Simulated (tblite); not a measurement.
# CH12Ge2SSi2: the cost of one run

Computed with tblite 0.8.0 and PySCF 2.14.0, with density-fitted response routines of our own, on a single molecule in the gas phase. Atoms are numbered from 0 throughout.

## 1. The starting structure

18 atoms, charge 0, multiplicity 1; geometry from: force field or distance geometry start.

Bonds of the start (Å): C0–Si1 1.85, Si1–S2 2.15, S2–Ge3 2.21, Ge3–Ge4 2.40, Ge4–Si5 2.32, C0–H6 1.12, C0–H7 1.10, C0–H8 1.11, Si1–H9 1.47, Si1–H10 1.48, Ge3–H11 1.56, Ge3–H12 1.55, Ge4–H13 1.55, Ge4–H14 1.54, Si5–H15 1.47, Si5–H16 1.47, Si5–H17 1.47.

## 2. Optimising the geometry with GFN2-xTB

What the job is given:

```
{"job": {"kind": "relax", "xc": "GFN2-xTB", "basis": "xTB"}, "charge": 0, "multiplicity": 1}
C     -2.972600    -0.126000    -1.669100
Si    -1.771600    -0.142400    -0.261900
S     -0.753300     1.745100    -0.145700
Ge     0.356500     1.191900     1.678200
Ge     1.913300    -0.565600     1.195400
Si     2.716000    -0.252700    -0.958600
H     -3.724300     0.686300    -1.507200
H     -3.495200    -1.096500    -1.720500
H     -2.432700     0.059300    -2.616200
H     -0.790900    -1.219500    -0.476700
H     -2.492300    -0.397500     1.002400
H     -0.629000     0.711600     2.791600
H      1.136100     2.422900     2.203400
H      3.086100    -0.534500     2.204100
H      1.185100    -1.922500     1.263600
H      3.398100     1.050400    -1.023100
H      3.668200    -1.324500    -1.283100
H      1.593700    -0.279500    -1.901600
```

The run is started by

```sh
$ OMP_NUM_THREADS=1 python probes_run.py task.json out
```

The driver reads the jobs from task.json and runs them one after another.

Q: Estimate the wall time and peak memory of this first job on 1 thread of AMD EPYC 7R43, shared host.

About 1.6 s, with a peak of 0.18 GiB.
